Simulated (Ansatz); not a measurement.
**C2Cl2N2Sn: one species, many methods**

An exercise on one series of results from a longer session: the logs are not shown, and one member is left open.

Program: Ansatz 0.2.0, Gaussian basis. Level of theory: functionals in def2-TZVPP, the program's frozen cores in correlated methods. These are calculated values, not measurements.

Levels to be run: LDA (SPW92), PBE-D4, revPBE-D4, BLYP-D4, r2SCAN-D4, B97M-V, PBE0-D4, B3LYP-D4, r2SCANh-D4, r2SCAN0-D4, HSE06-D4, BHLYP-D4, CAM-B3LYP-D4, LC-ωPBE, ωB97X-V, ωB97M-V, B2PLYP, PBE-QIDH; CCSD(T)/def2-SVP; CCSD(T)/def2-TZVPP; MP2/def2-QZVPP; extrapolation to the limit; RPA on PBE.

1 further run of the same task is left out (for a known fault of the program). Runs told in other sessions of the task aren't counted.

### Structure used throughout

The geometry comes from an earlier relaxation with PBE0-D4 in a triple-zeta def2 set; it is a stationary point, not always the lowest conformer. Sn takes the def2 core potential; no spin-orbit term is included.

SMILES `N#[C][Sn]([Cl])([Cl])[C]#N`, 7 atoms, charge 0, spin multiplicity 1.

Atoms are counted from 1 here; the program's logs count them from 0.

Bond lengths: N1–C2 1.151 Å, C2–Sn3 2.083 Å, Sn3–Cl4 2.279 Å, Sn3–Cl5 2.279 Å, Sn3–C6 2.083 Å, C6–N7 1.151 Å. Angles: N1–C2–Sn3 179.8°, C2–Sn3–Cl4 109.3°, C2–Sn3–Cl5 109.3°, C2–Sn3–C6 109.1°, Cl4–Sn3–Cl5 110.6°, Cl4–Sn3–C6 109.3°, Cl5–Sn3–C6 109.2°, Sn3–C6–N7 179.7°.

Set-up of the first run:

The input, in.yaml:

```yaml
crystal:
  periodic: [false, false, false]
  atoms:
    - {symbol: N, position_ang: [1.410285, -2.039393, 1.645043]}
    - {symbol: C, position_ang: [0.860739, -1.364741, 0.891310]}
    - {symbol: Sn, position_ang: [-0.129538, -0.146293, -0.477100]}
    - {symbol: Cl, position_ang: [-2.126965, -1.097427, -1.023621]}
    - {symbol: Cl, position_ang: [1.169352, 0.111915, -2.331622]}
    - {symbol: C, position_ang: [-0.468777, 1.717527, 0.388315]}
    - {symbol: N, position_ang: [-0.653896, 2.750313, 0.861976]}
basis:
  gaussian: {orbitals: def2-TZVPP}
hamiltonian: {xc: lda}
output: {orbitals: {seedname: orbitals}}
```

Launch:

```console
$ ansatz run in.yaml --threads 4 --pin off --events-out ev --progress --plain --max-ram 11315MiB
```

Among the steps run: LDA; PBE-D4 (GGA); revPBE-D4 (GGA); BLYP-D4 (GGA); r2SCAN-D4 (meta-GGA); B97M-V (meta-GGA); PBE0-D4 (hybrid); B3LYP-D4 (hybrid); r2SCANh-D4 (hybrid); r2SCAN0-D4 (hybrid); HSE06-D4 (hybrid); BHLYP-D4 (hybrid); CAM-B3LYP-D4 (range-separated); LC-ωPBE (range-separated); ωB97X-V (range-separated); ωB97M-V (range-separated); B2PLYP (double hybrid); PBE-QIDH (double hybrid).

One table of the session follows, with a row left open; its other results are not shown here.

It belongs to the step «Orbital energies across the functionals». 

| functional | HOMO (eV) | LUMO (eV) | gap (eV) |
| --- | --- | --- | --- |
| LDA (SPW92) | ? | ? | ? |
| PBE-D4 | -8.86 | -3.80 | 5.05 |
| revPBE-D4 | -8.79 | -3.69 | 5.11 |
| BLYP-D4 | -8.69 | -3.75 | 4.94 |
| r2SCAN-D4 | -9.26 | -3.63 | 5.63 |
| B97M-V | -9.31 | -3.46 | 5.85 |
| PBE0-D4 | -10.32 | -2.88 | 7.44 |
| B3LYP-D4 | -10.03 | -3.19 | 6.84 |
| r2SCANh-D4 | -9.79 | -3.29 | 6.50 |
| r2SCAN0-D4 | -10.59 | -2.78 | 7.80 |
| HSE06-D4 | -9.92 | -3.26 | 6.66 |
| BHLYP-D4 | -11.63 | -1.88 | 9.74 |
| CAM-B3LYP-D4 | -11.72 | -1.85 | 9.86 |
| LC-ωPBE | -13.18 | -0.59 | 12.59 |
| ωB97X-V | -12.78 | -0.70 | 12.08 |
| ωB97M-V | -12.60 | -0.80 | 11.80 |

Q: Estimate the row for LDA (SPW92) from the others.

As computed: HOMO (eV): -9.02; LUMO (eV): -4.14; gap (eV): 4.88. In the column «HOMO (eV)» it lies between r2SCAN-D4 (-9.26) and PBE-D4 (-8.86).
